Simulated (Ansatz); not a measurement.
Here is an Ansatz input file for ClH2O2Sn, SMILES [OH][Sn]([OH])[Cl]. Write the same calculation for the Python package.

```yaml
crystal:
  periodic: [false, false, false]
  atoms:
    - { symbol: O, position_ang: [-0.3308, 1.4508, -0.6781] }
    - { symbol: Sn, position_ang: [0.3512, -0.3462, -0.6361] }
    - { symbol: O, position_ang: [0.8826, -0.7723, 1.2016] }
    - { symbol: Cl, position_ang: [-1.2269, -1.8573, -1.3305] }
    - { symbol: H, position_ang: [-1.1408, 1.4688, -0.0774] }
    - { symbol: H, position_ang: [1.5068, -0.0079, 1.4744] }
basis:
  gaussian: { orbitals: def2-SVP }
hamiltonian:
  xc: pbe
magnetization:
  spin_polarized: true
  initial_magnetization: 1.0
scf:
  lower_state_search: standard
output:
  forces: true
```

Launched from the shell:
```console
$ ansatz run input.yaml --threads 1 --pin off --max-ram 4096MiB --backend cpu --events-out ev --progress --plain --runs-dir out
Engine: ansatz 0.2.0, x86_64-unknown-linux-gnu
Functional definition: PBE
  parameter kappa = 0.804
  parameter beta = 0.06672455060314922
  exchange = pbe_x(kappa = kappa, mu = beta*pi^2/3)
  correlation = pbe_c(beta = beta)
888 factors; their error is unknown
mean field evaluation 1: about -22452.8328 eV, gradient 5.7e1 eV
mean field evaluation 2: about -22341.1529 eV, gradient 1.5e2 eV
mean field evaluation 4: about -22463.7545 eV, gradient 1.4e1 eV
mean field evaluation 8: about -22464.9208 eV, gradient 1.2e-1 eV
mean field evaluation 16: about -22464.9002 eV, gradient 1.4e-4 eV
mean field -22464.90015022 eV, -825.5698532644 hartree, gradient 1.1e-5 eV, S^2 0.751558; 0 other end points of the search recorded, 0 dependent functions left out
the calculation of the forces begins
reference -22464.90018554 eV, -825.5698545622 hartree; 29, 28 occupied and 53, 54 virtual orbitals, 888 factors
Total energy: -22464.90018554 eV, -825.5698545622 hartree
Atom 0 at    -0.330800     1.450800    -0.678100 Å, force    -1.980309     2.093232     0.857829 eV/Å
Atom 1 at     0.351200    -0.346200    -0.636100 Å, force     1.954232    -0.900469    -1.344591 eV/Å
Atom 2 at     0.882600    -0.772300     1.201600 Å, force     1.397667     1.028932     1.869014 eV/Å
Atom 3 at    -1.226900    -1.857300    -1.330500 Å, force    -1.185676    -1.052895    -0.321532 eV/Å
Atom 4 at    -1.140800     1.468800    -0.077400 Å, force     0.878977     0.210566    -0.766292 eV/Å
Atom 5 at     1.506800    -0.007900     1.474400 Å, force    -1.064891    -1.379366    -0.294428 eV/Å
Dipole moment:     0.190563     0.282560     0.179187 e Å
```

Script `run_energy.py`:
```python
# -*- coding: utf-8 -*-
"""Single point of ClH2O2Sn."""

import warnings

import ansatz as az
import numpy as np
import pandas as pd

GEOMETRY = """
O    -0.33080    1.45080   -0.67810
Sn    0.35120   -0.34620   -0.63610
O     0.88260   -0.77230    1.20160
Cl   -1.22690   -1.85730   -1.33050
H    -1.14080    1.46880   -0.07740
H     1.50680   -0.00790    1.47440
"""


def main():
    warnings.simplefilter("ignore", az.DeckWarning)

    molecule = az.Crystal.molecule()
    for line in GEOMETRY.strip().splitlines():
        symbol, *xyz = line.split()
        molecule = molecule.atom(symbol, [float(v) for v in xyz])

    calculation = (
        molecule.calculation()
        .basis(gaussian="def2-SVP")
        .functional("PBE")
        .spin("collinear", total=1)
        .scf(lower_state_search="standard")
        .forces()
    )
    summary = calculation.session().plan(threads=1).execute().report

    for key in ("converged", "free_energy_ev", "reference_energy_ev", "n_frozen", "n_occupied", "n_virtual"):
        print(f"{key:22s} {summary[key]}")

    symbols = [site.symbol for site in molecule.cartesian_sites]
    forces = np.array(summary["forces_ev_ang"])
    print("largest force", round(float(np.linalg.norm(forces, axis=1).max()), 4), "eV/A, rms", round(float(np.sqrt((forces ** 2).mean())), 4))

    charges = summary["charge_distribution"]
    table = pd.DataFrame({"atom": symbols, "mulliken": charges["mulliken_charges_e"], "lowdin": charges["lowdin_charges_e"]})
    print(table.round(3).to_string())
    print("dipole (e A):", np.round(charges["dipole_moment_e_ang"], 4) + 0.0)


if __name__ == "__main__":
    main()
```

```console
$ python run_energy.py
converged              True
free_energy_ev         -22464.900185536444
reference_energy_ev    -22464.900185536444
n_frozen               0
n_occupied             [29, 28]
n_virtual              [53, 54]
largest force 3.0065 eV/A, rms 1.2721
  atom  mulliken  lowdin
0    O    -0.416  -0.039
1   Sn     0.649  -0.046
2    O    -0.401  -0.040
3   Cl    -0.232   0.089
4    H     0.195   0.013
5    H     0.205   0.023
dipole (e A): [0.1906 0.2826 0.1792]
```

The settings weren't tested for convergence. The geometry is a force-field or estimated start, not a minimum of this method, and the basis set is short of its limit. def2 sets replace the cores of elements past krypton by effective core potentials. The species is open-shell (spin multiplicity 2). The Löwdin charges here are taken after orthogonalising the functions within each atom; they differ from plain Löwdin charges, and their signs can be unphysical. Finished in 3 s on 1 thread of Intel(R) Xeon(R) Platinum 8488C (Sapphire Rapids), on a shared host, peak memory 0.25 GiB.

(A comment or docstring line of the script was reworded after the run, the code is as it ran; lines on the test bed's own set-up are left out of the output.)
